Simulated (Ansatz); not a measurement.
**SnH2F (SMILES [F][SnH2]) at UB3LYP/STO-3G**

Aim: the energy change on altering one bond length of SnH2F at UB3LYP/STO-3G, from 2 runs. 

The calculation is run with Ansatz 0.2.0.

59 further runs of the same task are left out: 7 that didn't finish, 52 set aside as unsound or not needed.

## Step 1: The structure to begin with

SnH2F has 4 atoms, charge 0, and is taken as a doublet. As SMILES, `[F][SnH2]`. The coordinates come from a PBE0-D4/def2-TZVP relaxation.

Bond lengths: F1–Sn2 1.932 Å, Sn2–H3 1.726 Å, Sn2–H4 1.726 Å. Angles: F1–Sn2–H3 103.3°, F1–Sn2–H4 103.3°, H3–Sn2–H4 113.3°.

## Step 2: A single-point energy at UB3LYP/STO-3G

File molecule.yaml:

```yaml
basis:
  gaussian: {orbitals: STO-3G}
crystal:
  periodic: [false, false, false]
  atoms:
    - symbol: F
      position_ang: [-1.552600, -0.190000, 0.640700]
    - symbol: Sn
      position_ang: [0.028300, -0.242200, -0.468300]
    - symbol: H
      position_ang: [1.184100, -1.054400, 0.524100]
    - symbol: H
      position_ang: [0.395700, 1.426200, -0.716700]
magnetization: {spin_polarized: true, initial_magnetization: 1}
hamiltonian: {xc: {name: B3LYP}}
accuracy: high
```

Started as:

```bash
$ ansatz run molecule.yaml --threads 1 --pin off --max-ram 2610MiB --events-out events.jsonl --progress --plain --runs-dir runs
```

Log:

```text
Warning: RAYON_NUM_THREADS=1 ignored (pool sized by the plan → 1); use --threads N
Functional definition: B3LYP
  name "B3LYP"
  parameter a0 = 0.2
  parameter ax = 0.72
  parameter ac = 0.81
  exchange = (1 - a0 - ax)*slater_x + ax*b88_x + a0*exact_x
  correlation = (1 - ac)*vwn_rpa_c + ac*lyp_c
612 factors; integrals over basis functions are off by at most 4.8e-9 eV
mean field evaluation 1: about -165032.0618 eV, gradient 1.0e1 eV
mean field evaluation 2: about -165026.1607 eV, gradient 3.1e1 eV
mean field evaluation 4: about -165033.1902 eV, gradient 4.7e-1 eV
mean field evaluation 8: about -165033.1392 eV, gradient 5.6e-3 eV
mean field evaluation 16: about -165033.1392 eV, gradient 2.6e-7 eV
mean field -165033.13916017 eV, -6064.8560006569 hartree, gradient 3.8e-8 eV, S^2 0.751159; 0 other end points of the search recorded, 0 dependent functions left out
reference -165033.13918432 eV, -6064.8560015442 hartree; 31, 30 occupied and 3, 4 virtual orbitals, 612 factors
Total energy: -165033.13918432 eV, -6064.8560015442 hartree
```

Run time: 2.5 s. Hardware: 1 thread of Arm Neoverse V2, shared host; peak memory 0.16 GiB.

## Step 3: The distorted shape at the same level

File input.yaml:

```yaml
crystal:
  periodic: [false, false, false]
  atoms:
    - {symbol: F, position_ang: [-1.644445, -0.607078, 0.702797]}
    - {symbol: Sn, position_ang: [-0.063545, -0.659278, -0.406203]}
    - {symbol: H, position_ang: [1.092255, -1.471478, 0.586197]}
    - {symbol: H, position_ang: [0.395700, 1.426200, -0.716700]}
basis:
  gaussian: {orbitals: STO-3G}
accuracy: high
magnetization: {spin_polarized: true, initial_magnetization: 1}
hamiltonian: {xc: {name: B3LYP}}
```

Started as:

```bash
$ ansatz run input.yaml --threads 1 --pin off --max-ram 2610MiB --events-out events.jsonl --progress --plain --runs-dir runs
```

Log, shortened:

```text
Warning: RAYON_NUM_THREADS=1 ignored (pool sized by the plan → 1); use --threads N
[... 7 set-up lines as earlier in the session ...]
612 factors; integrals over basis functions are off by at most 4.8e-9 eV
mean field evaluation 1: about -165030.5242 eV, gradient 1.1e1 eV
mean field evaluation 2: about -165024.7213 eV, gradient 3.2e1 eV
mean field evaluation 4: about -165031.9582 eV, gradient 1.1e0 eV
mean field evaluation 8: about -165031.9093 eV, gradient 1.9e-2 eV
mean field evaluation 16: about -165031.9094 eV, gradient 1.4e-6 eV
mean field -165031.90935428 eV, -6064.8108061239 hartree, gradient 3.3e-8 eV, S^2 0.753996; 0 other end points of the search recorded, 0 dependent functions left out
reference -165031.90937917 eV, -6064.8108070386 hartree; 31, 30 occupied and 3, 4 virtual orbitals, 612 factors
Total energy: -165031.90937917 eV, -6064.8108070386 hartree
```

Wall time 2.8 s (1 thread of Arm Neoverse V2, shared host); peak memory 0.16 GiB.

## Step 4: What came out

Level: UB3LYP/STO-3G.

```
                                                          quantity           value
                                         first shape: total energy  -6064.85600 Eh
                                                 first shape: ⟨S²⟩           0.751
                                     distorted shape: total energy  -6064.81081 Eh
                                             distorted shape: ⟨S²⟩           0.754
energy change with the Sn2–H4 bond stretched from 1.726 to 2.158 Å        1.230 eV
```

With the Sn2–H4 bond stretched from 1.726 to 2.158 Å the energy rises by 1.23 eV (28 kcal/mol). The first shape isn't relaxed at this level, so the change isn't measured from a minimum. The minimal basis adds a large error of its own. Relativity is left out (first shape) although the molecule holds a heavy atom. Relativity is left out (distorted shape) although the molecule holds a heavy atom.
